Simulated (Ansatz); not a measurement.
# SrTiO3: pressure against volume

The task here is to estimate one member of a computed series from the others.

Program: Ansatz 0.2.0. Level of theory: DFT PBEsol, scalar-relativistic. These are calculated values, not measurements.

### The starting structure

It takes space group Pm-3m (No. 221, cubic). Conventional cell: a = 3.905 Å, b = 3.905 Å, c = 3.905 Å, α = 90.00°, β = 90.00°, γ = 90.00°. Around Sr (site symmetry m-3m) lie 12 O at 2.76 Å. Ti (site symmetry m-3m) has 6 O at 1.95 Å as nearest neighbours. O (site symmetry 4/mmm) has 2 Ti at 1.95 Å and 4 Sr at 2.76 Å as nearest neighbours.

Structure file:

```xyz
5
Lattice="3.9050 0.0000 0.0000 0.0000 3.9050 0.0000 0.0000 0.0000 3.9050" Properties=species:S:1:pos:R:3 pbc="T T T"
Sr    0.0000    0.0000    0.0000
Ti    1.9525    1.9525    1.9525
O     0.0000    1.9525    1.9525
O     1.9525    0.0000    1.9525
O     1.9525    1.9525    0.0000
```

Atoms are numbered in the order of the input: Sr1, Ti2, O3, O4, O5.

Set-up of the first run:

The input, input.yaml:

```yaml
crystal:
  lattice:
    - [3.8522232601, 0.0, 0.0]
    - [0.0, 3.8522232601, 0.0]
    - [0.0, 0.0, 3.8522232601]
  atoms:
    - { symbol: Sr, position: [0.0, 0.0, 0.0] }
    - { symbol: Ti, position: [0.5, 0.5, 0.5] }
    - { symbol: O, position: [0.0, 0.5, 0.5] }
    - { symbol: O, position: [0.5, 0.0, 0.5] }
    - { symbol: O, position: [0.5, 0.5, 0.0] }
kpoints:
  mp_grid: { grid: [7, 7, 7] }
  band_path:
    path:
      - [0.0, 0.0, 0.0]
      - [0.0, 0.5, 0.0]
      - [0.5, 0.5, 0.0]
      - [0.0, 0.0, 0.0]
      - [0.5, 0.5, 0.5]
      - [0.0, 0.5, 0.0]
      - [0.5, 0.5, 0.5]
      - [0.5, 0.5, 0.0]
    npoints: 5
scf:
  occupations: { method: fermi_dirac, width: 0.05 }
hamiltonian:
  xc: pbesol
  pseudopotentials: { kind: all_electron, lapw: { basis_error: 0.001 } }
output:
  forces: true
  stress: true
  eigenvalues: true
```

Command:

```sh
$ ansatz run input.yaml --threads 2 --pin off --max-ram 8192MiB --backend cpu --events-out ev --progress --plain --runs-dir out
```

Steps of the session up to this table: Volume × 0.96, LAPW; Volume × 0.96, PAW; Volume × 0.96, crystal datasets; Volume × 0.99, LAPW; Volume × 0.99, PAW; Volume × 0.99, crystal datasets; Volume × 1.02, LAPW; Volume × 1.02, PAW; Volume × 1.02, crystal datasets; Volume × 1.06, LAPW; Volume × 1.06, PAW; Volume × 1.06, crystal datasets.

One of the session's tables, all rows but one given; the rest of the session is left out.

It belongs to the step «Fits». 

```
          method  volume (Å³/atom)  gap on the k mesh (eV)
            LAPW            11.433                    1.97
            LAPW            11.790                    1.91
            LAPW            12.148                    1.86
            LAPW            12.624                    1.78
             PAW            11.433                       ?
             PAW            11.790                    1.92
             PAW            12.148                    1.86
             PAW            12.624                    1.79
crystal datasets            11.433                    1.97
crystal datasets            11.790                    1.91
crystal datasets            12.148                    1.86
crystal datasets            12.624                    1.78
```

Q: Estimate the row for PAW, 11.433 from the others.

As computed: gap on the k mesh (eV): 1.98. In the column «gap on the k mesh (eV)» it is the highest.

Caveats from the session: Warnings in the runs' records: gradients without spin orbit, crystal datasets made.
